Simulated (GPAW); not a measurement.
HfGe:

```
Hf Ge
1.0
     3.93351    0.00000    0.00000
    -1.96675    3.40652    0.00000
     0.00000    0.00000    3.50962
Hf Ge
1 1
Direct
  0.00000 0.00000 0.50000
  0.33333 0.66667 0.50000
```

The cell was built by a generator and needn't be a form met in nature.

Base run:

* Program: GPAW 26.7.0
* Functional: LDA
* Potentials or basis: the program's PAW data sets (release 1.2.1) made for this functional
* Cutoff: 600 eV
* Basis: pw
* k mesh: 8 × 8 × 8
* Occupations: fermi-dirac, width 0.05 eV
* Spin: no spin polarisation
* Hubbard terms: Hf d U = 1 eV

Its results: band gap on the k mesh none (metal or under the smearing width); pressure 32.7 GPa.

Task: The run is repeated on the same cell with these changes: hubbard terms from Hf d U = 1 eV to Hf d U = 6 eV. What comes out?

Result: Band gap on the k mesh none (metal or under the smearing width); pressure 40.9 GPa.

Caveats: a pressure of tens of GPa on the cell as given is suspect, and the run, the potentials or the cell itself is likely at fault; U without spin polarisation on a metal has little footing; the U is typed as a test and isn't derived for this compound.
